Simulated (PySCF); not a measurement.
# Towards the basis-set limit for GaO−

What constants does extrapolated CCSD(T) give for GaO−, and what does each step add?

Computed with PySCF 2.14.0. Level: CCSD(T) on RHF, scalar-relativistic core potentials.

2 further runs of the same task are left out: 2 set aside as unsound or not needed.

### Step 1. The job

| Property | Result |
| --- | --- |
| molecule | GaO− |
| state | singlet, unpaired electrons none |
| smaller basis | Ga aug-cc-pwCVDZ-PP with ECP10, O aug-cc-pVDZ |
| larger basis | Ga aug-cc-pwCVTZ-PP with ECP10, O aug-cc-pVTZ |
| frozen core orbitals | 5 |
| extrapolation | correlation as n⁻³ (n = 2, 3), Hartree–Fock as (n+1)·exp(−9√n) |
| corrections | core–valence correlation |
| distances (Å) | 1.5273, 1.5968, 1.6662, 1.7356, 1.8050, 1.8918, 1.9786 |
| masses (u) | 68.9256, 15.9949 |
| dissociation limit | Ga + O− |

Command:

```bash
$ OMP_NUM_THREADS=4 python comp.py task.json out
```

### Step 2. Coupled cluster at each distance

Q: Predict the outcome of this session. Wanted: for each run, Re; ωe; ωexe; αe; De.

The runs gave:

```tsv
level	Re (Å)	ωe (cm⁻¹)	ωexe (cm⁻¹)	αe (cm⁻¹)	De (eV)
CCSD(T), smaller basis	1.7235	771.7	4.21	0.00338	5.262
CCSD(T), larger basis	1.7139	793.3	4.15	0.00327	5.453
HF/CBS	1.6803	903.0	3.72	0.00282	3.399
MP2/CBS	1.7168	776.2	3.99	0.00332	6.049
CCSD/CBS	1.6977	837.6	3.82	0.00304	5.197
CCSD(T)/CBS	1.7115	797.8	4.15	0.00326	5.520
CCSD(T)/CBS+CV	1.7108	798.3	4.16	0.00327	5.522
```

What this shows: The last step gives Re = 1.7108 Å, ωe = 798.3 cm⁻¹ and De = 5.522 eV; the smaller basis alone is off from it by +12.7 mÅ and -0.26 eV. Near the minimum the mean field binds by 3.35 eV and correlation adds 2.17 eV of binding. T1 is 0.031, large enough to doubt a single reference. Spin–orbit coupling and excitations beyond (T) are left out.
